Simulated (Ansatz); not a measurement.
# CrN2: band structure with PBE

The system is CrN2.

```
Cr N
1.0
     3.90179    0.00000    0.00000
     0.00000    4.80951    0.00000
     0.00000    0.00000    2.78417
Cr N
2 4
Direct
  0.00000 0.00000 0.00000
  0.50000 0.50000 0.50000
  0.86617 0.58878 0.00000
  0.13383 0.41123 0.00000
  0.36617 0.91122 0.50000
  0.63383 0.08878 0.50000
```

The cell comes from a database or a generator and needn't be the stable form of this composition.

```
Program                             : Ansatz 0.2.0
Task                                : band structure
Functional                          : PBE
Potentials or basis                 : Ansatz PAW
Cutoff                              : 420 eV (not typed: the program's choice for these potentials)
k mesh                              : 7 × 6 × 10
Occupations                         : fermi-dirac, width 0.05 eV
Spin                                : collinear spin, ferromagnetic start
Starting moments                    : [3.0, 3.0, 0.0, 0.0, 0.0, 0.0] μB
Path                                : [["G", "X", "S", "Y", "G", "Z", "U", "R", "T", "Z"], ["Y", "T"], ["U", "X"], ["S", "R"]]
Points for each segment of the path : 14
```

```yaml
Pressure: -1.0 GPa
Largest_force: 0.079 eV/Å
Band_gap_on_the_k_mesh: none (metal or under the smearing width)
Net_moment: 4.25 μB per cell
Absolute_moment: 5.07 μB per cell
Site_moments: Cr +1.90; N -0.06 μB
```

Forces on the atoms (eV/Å):
```
Cr   0.000  0.000  0.000
Cr   0.000  0.000  0.000
N   -0.079  0.012  0.000
N    0.079 -0.012  0.000
N   -0.079 -0.012  0.000
N    0.079  0.012  0.000
```

Stress tensor (GPa, compression positive):
```
-2.22  0.00  0.00
 0.00 -1.03  0.00
 0.00  0.00  0.32
```

Levels at the corners of the path, in eV from the Fermi level:
Spin up:
| point | band 22 | band 23 | band 24 | band 25 | band 26 | band 27 | band 28 | band 29 | band 30 | band 31 |
| --- | --- | --- | --- | --- | --- | --- | --- | --- | --- | --- |
| Γ | -2.41 | -1.32 | -1.14 | -0.81 | -0.75 | -0.61 | -0.52 | 3.09 | 4.96 | 5.06 |
| X | -2.23 | -1.14 | -1.14 | 0.42 | 0.42 | 0.66 | 0.66 | 2.66 | 2.66 | 3.39 |
| S | -2.84 | -1.46 | -1.46 | -0.85 | -0.85 | 1.07 | 1.07 | 3.35 | 3.35 | 5.51 |
| Y | -1.40 | -1.09 | -1.09 | -0.57 | -0.57 | 1.85 | 1.85 | 2.32 | 2.32 | 3.85 |
| Γ | -2.41 | -1.32 | -1.14 | -0.81 | -0.75 | -0.61 | -0.52 | 3.09 | 4.96 | 5.06 |
| Z | -2.20 | -1.14 | -1.14 | -0.34 | -0.34 | 0.20 | 0.20 | 2.88 | 2.88 | 4.73 |
| U | -1.20 | -1.05 | -1.05 | -0.06 | -0.06 | 0.67 | 0.67 | 2.19 | 2.19 | 2.80 |
| R | -1.99 | -1.15 | -1.15 | -0.47 | -0.47 | 0.89 | 0.89 | 3.31 | 3.31 | 4.61 |
| T | -0.82 | -0.62 | -0.62 | 0.34 | 0.34 | 1.76 | 1.76 | 2.01 | 2.01 | 2.39 |
| Z | -2.20 | -1.14 | -1.14 | -0.34 | -0.34 | 0.20 | 0.20 | 2.88 | 2.88 | 4.73 |
| Y | -1.40 | -1.09 | -1.09 | -0.57 | -0.57 | 1.85 | 1.85 | 2.32 | 2.32 | 3.85 |
| T | -0.82 | -0.62 | -0.62 | 0.34 | 0.34 | 1.76 | 1.76 | 2.01 | 2.01 | 2.39 |
| U | -1.20 | -1.05 | -1.05 | -0.06 | -0.06 | 0.67 | 0.67 | 2.19 | 2.19 | 2.80 |
| X | -2.23 | -1.14 | -1.14 | 0.42 | 0.42 | 0.66 | 0.66 | 2.66 | 2.66 | 3.39 |
| S | -2.84 | -1.46 | -1.46 | -0.85 | -0.85 | 1.07 | 1.07 | 3.35 | 3.35 | 5.51 |
| R | -1.99 | -1.15 | -1.15 | -0.47 | -0.47 | 0.89 | 0.89 | 3.31 | 3.31 | 4.61 |
Spin down:
| point | band 19 | band 20 | band 21 | band 22 | band 23 | band 24 | band 25 | band 26 |
| --- | --- | --- | --- | --- | --- | --- | --- | --- |
| Γ | -3.36 | -3.20 | -1.65 | -1.59 | 0.53 | 0.55 | 1.26 | 1.68 |
| X | -1.87 | -1.87 | -1.40 | -1.40 | 1.58 | 1.58 | 1.73 | 1.73 |
| S | -3.25 | -3.25 | -2.34 | -2.34 | 0.63 | 0.63 | 2.08 | 2.08 |
| Y | -1.30 | -1.30 | 0.09 | 0.09 | 0.74 | 0.74 | 1.95 | 1.95 |
| Γ | -3.36 | -3.20 | -1.65 | -1.59 | 0.53 | 0.55 | 1.26 | 1.68 |
| Z | -2.29 | -2.29 | -1.47 | -1.47 | 0.98 | 0.98 | 1.89 | 1.89 |
| U | -1.12 | -1.12 | -0.09 | -0.09 | 1.01 | 1.01 | 1.50 | 1.50 |
| R | -2.53 | -2.53 | -1.19 | -1.19 | 1.51 | 1.51 | 1.61 | 1.61 |
| T | -0.01 | -0.01 | 0.29 | 0.29 | 1.52 | 1.52 | 1.71 | 1.71 |
| Z | -2.29 | -2.29 | -1.47 | -1.47 | 0.98 | 0.98 | 1.89 | 1.89 |
| Y | -1.30 | -1.30 | 0.09 | 0.09 | 0.74 | 0.74 | 1.95 | 1.95 |
| T | -0.01 | -0.01 | 0.29 | 0.29 | 1.52 | 1.52 | 1.71 | 1.71 |
| U | -1.12 | -1.12 | -0.09 | -0.09 | 1.01 | 1.01 | 1.50 | 1.50 |
| X | -1.87 | -1.87 | -1.40 | -1.40 | 1.58 | 1.58 | 1.73 | 1.73 |
| S | -3.25 | -3.25 | -2.34 | -2.34 | 0.63 | 0.63 | 2.08 | 2.08 |
| R | -2.53 | -2.53 | -1.19 | -1.19 | 1.51 | 1.51 | 1.61 | 1.61 |

Wall time 44 s on 2 threads of Arm Neoverse N1, with other jobs on the host, peak memory 0.57 GiB.

Caveat: the pressure holds a Pulay correction of +0.8 GPa for the finite cutoff; only a ferromagnetic start was run, and an antiferromagnetic order may lie lower in energy. With open d or f shells a metallic result of PBE can be an artefact of self-interaction; +U or a hybrid may open a gap.
